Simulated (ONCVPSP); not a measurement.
**Pseudopotential generation for C: ONCV, PBEsol**

Aim: build the potential from the settings below, then test how well it stands in for the atom: other configurations, scattering, ghost states and the plane-wave cutoff that it needs.

The numbers are computed with ONCVPSP 4.0.1 (PBEsol, scalar-relativistic, spin-unpolarised reference atom).

### 1 The design

The settings as typed:

```
element                 : carbon (C, Z = 6)
type                    : optimised norm-conserving Vanderbilt (ONCV)
frozen core             : [He]
valence charge          : 4
reference configuration : 2s2 2p2
partial waves           : 2s: rc 0.90 bohr, ncon 3, nbas 6, qcut 5.7 1/bohr, 3 projectors, debl 2.1 Ha; 2p: rc 2.55 bohr, ncon 4, nbas 9, qcut 5.3 1/bohr, 3 projectors, debl 1.5 Ha
local potential         : polynomial inside 0.70 bohr (lpopt 5, dvloc0 3 Ha)
core correction         : Teter function, fcfact 2.25, rcfact 1.55
```

The outer shells as boxes (Hund's rule for the drawing; the calculation is spin-unpolarised):

```
[He] core
2s [↑↓]
2p [↑ ][↑ ][  ]
```

An earlier all-electron run gives the scale for the radii.

All-electron outer shells of the reference configuration (PBEsol, scalar-relativistic, ld1.x):

```csv
shell,level (eV),outermost node (bohr),outermost maximum (bohr)
1s,-272.04,–,0.18
2s,-13.65,0.38,1.22
2p,-5.23,–,1.20
```

### 2 The generation run

C.dat

```
# ATOM AND REFERENCE CONFIGURATION
# atsym  z   nc   nv     iexc    psfile
  C 6.00    1    2  -116133      upf
#
#   n    l    f
    1    0    2.00
    2    0    2.00
    2    1    2.00
#
# PSEUDOPOTENTIAL AND OPTIMIZATION
# lmax
    1
#
#   l,   rc,      ep,       ncon, nbas, qcut
    0    0.90    0.00    3    6    5.70
    1    2.55    0.00    4    9    5.30
#
# LOCAL POTENTIAL
# lloc, lpopt,  rc(5),   dvloc0
    4    5    0.70    3.00
#
# VANDERBILT-KLEINMAN-BYLANDER PROJECTORs
# l, nproj, debl
    0    3    2.10
    1    3    1.50
#
# MODEL CORE CHARGE
# icmod, fcfact, rcfact
    3    2.25    1.55
#
# LOG DERIVATIVE ANALYSIS
# epsh1, epsh2, depsh
   -2.00    5.00    0.02
#
# OUTPUT GRID
# rlmax, drl
    6.00    0.01
#
# TEST CONFIGURATIONS
# ncnf
    4
# nvcnf
#   n    l    f
    2
    2    0    2.00
    2    1    1.00
#
    2
    2    0    2.00
    2    1    0.00
#
    2
    2    0    1.00
    2    1    0.00
#
    2
    2    0    1.00
    2    1    3.00
#
```

Command:

```sh
$ oncvpsp.x < C.dat > C.out
```

**Question.** What will these runs give? Wanted: cutoffs for 1 and 0.1 mHa per electron, occupied waves; bound ghosts; GHOST(+) flags; largest test error; largest phase difference near zero energy, channels read; rms error of d²Exc/dn², without and with the model core.

The runs gave:

| quantity | value |
| --- | --- |
| cutoffs for 1 and 0.1 mHa per electron, occupied waves | 20 Ha and 79 Ha |
| bound ghosts | s at -226.16 eV |
| GHOST(+) flags | s at 1395 eV, p at 147 eV |
| largest test error (AE − PS) | +1325 meV, for 2s1 2p0 |
| largest phase difference near zero energy, channels read | 0.001 rad |
| rms error of d²Exc/dn², without and with the model core | 1.26 and 0.92 mHa |

In words: It has a bound ghost (s), a state that the atom doesn't have, and that rules the file out. The worst unpolarised test, 2s1 2p0, is off by 1325 meV on 82.8 eV; by total energies transferability rates as poor. That test lies far up in energy; among those under 40 eV, nearer to bonding, the largest error is 686 meV. By its cutoff, 20 Ha for the looser tolerance, it is of middling hardness. The tighter tolerance needs 79 Ha, and converged work needs a cutoff nearer that. At the looser tolerance the 2s wave is the slowest; 2p needs 9 Ha. Near zero energy the phases of the channels with partial waves agree within 0.001 rad. The program also flags highly localised states, GHOST(+) (s, p). These are tests on the free atom; a crystal test is still owed.
